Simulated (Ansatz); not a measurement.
**Ta3Sb (Pm-3n): equation of state with a fit**

The task is an equation of state with a fit, for Ta3Sb (Pm-3n).

All numbers are computed with the Python package of Ansatz 0.2.0. Level of theory: DFT r2SCAN, plane waves, PAW.

### 1 Starting point

The structure is cubic, space group Pm-3n (No. 223). The conventional cell has a = 5.265 Å, b = 5.265 Å, c = 5.265 Å, α = 90.00°, β = 90.00°, γ = 90.00°. Ta (site symmetry -4m2) is surrounded by 2 Ta at 2.63 Å and 4 Sb at 2.94 Å. Sb (site symmetry m-3) has 12 Ta at 2.94 Å as nearest neighbours.

No structure file is read: the coordinates are typed or built in the script.

### 2 The script

The input, ta3sb_eos.py:

```python
import warnings

import ansatz as az
from ase.eos import EquationOfState
from ase.units import GPa
import numpy as np

XC = "r2scan"
OCCUPATIONS = "fermi_dirac"
CUTOFF_EV = 600
KMESH = (5, 5, 5)

vectors0 = np.array([
    [5.265, 0.0, 0.0],
    [0.0, 5.265, 0.0],
    [0.0, 0.0, 5.265],
])
sites = [
    ("Ta", (0.25, 0.0, 0.5)),
    ("Ta", (0.5, 0.75, 0.0)),
    ("Ta", (0.75, 0.0, 0.5)),
    ("Ta", (0.5, 0.25, 0.0)),
    ("Ta", (0.0, 0.5, 0.75)),
    ("Ta", (0.0, 0.5, 0.25)),
    ("Sb", (0.0, 0.0, 0.0)),
    ("Sb", (0.5, 0.5, 0.5)),
]


def crystal_on(cell):
    crystal = az.Crystal(lattice=az.Lattice.of(cell))
    for symbol, position in sites:
        crystal = crystal.atom(symbol, position)
    return crystal

warnings.simplefilter("ignore", az.DeckWarning)

volumes, energies = [], []
for scale in np.linspace(0.92, 1.08, 7):
    cell = vectors0 * scale ** (1 / 3)
    base = crystal_on(cell).calculation()
    base = base.functional(XC)
    base = base.pseudopotentials("paw")
    base = base.occupations(OCCUPATIONS)
    base = base.basis(CUTOFF_EV).kpoints(*KMESH)
    r = base.run(threads=1, backend="cpu").report
    volumes.append(abs(np.linalg.det(cell)) / len(sites))
    energies.append(r["free_energy_ev"] / len(sites))
    print(f"V = {volumes[-1]:8.4f} A^3/atom  F = {energies[-1]:.5f} eV/atom")

eos = EquationOfState(volumes, energies, eos="vinet")
v0, e0, bulk = eos.fit()
print(f"V0 = {v0:.4f} A^3/atom, E0 = {e0:.5f} eV/atom, B = {bulk / GPa:.1f} GPa")
```

### 3 What the engine is handed

The engine receives this input (first run):

```yaml
crystal:
  lattice:
    - [5.120680170042276, 0.0, 0.0]
    - [0.0, 5.120680170042276, 0.0]
    - [0.0, 0.0, 5.120680170042276]
  atoms:
    - { symbol: Ta, position: [0.25, 0.0, 0.5] }
    - { symbol: Ta, position: [0.5, 0.75, 0.0] }
    - { symbol: Ta, position: [0.75, 0.0, 0.5] }
    - { symbol: Ta, position: [0.5, 0.25, 0.0] }
    - { symbol: Ta, position: [0.0, 0.5, 0.75] }
    - { symbol: Ta, position: [0.0, 0.5, 0.25] }
    - { symbol: Sb, position: [0.0, 0.0, 0.0] }
    - { symbol: Sb, position: [0.5, 0.5, 0.5] }
basis:
  ecutwfc: 600.0
kpoints:
  mp_grid:
    grid: [5, 5, 5]
hamiltonian:
  xc: r2scan
  pseudopotentials:
    kind: paw
scf:
  occupations:
    method: fermi_dirac
```

### 4 Running it

The run is started by

```console
$ python ta3sb_eos.py
```

**Question.** Estimate the equilibrium volume and the bulk modulus.

The runs gave:

| quantity | value |
| --- | --- |
| runs compared | 7 |
| range of energy | 91.27 meV/atom |
| lowest point, volume (Å³/atom) | 18.243 |
| equilibrium volume (fit) | 18.31 Å³/atom |
| bulk modulus (fit) | 199 GPa |

In words: A third-order Birch-Murnaghan fit through the 7 points (the script's own form differs a little) has its minimum at 18.31 Å³ an atom, 0.3 % above the typed cell, with a bulk modulus of 199 GPa and dB/dP = 4.2. From that minimum the energy rises by 91.4 meV an atom on the compressed side and 58.0 meV on the expanded side. Caveats:
- Shape and fractional positions are held along the curve, so the bulk modulus is an upper value where they are free to relax.
- Spin-orbit coupling, which matters for elements this heavy, is left out.
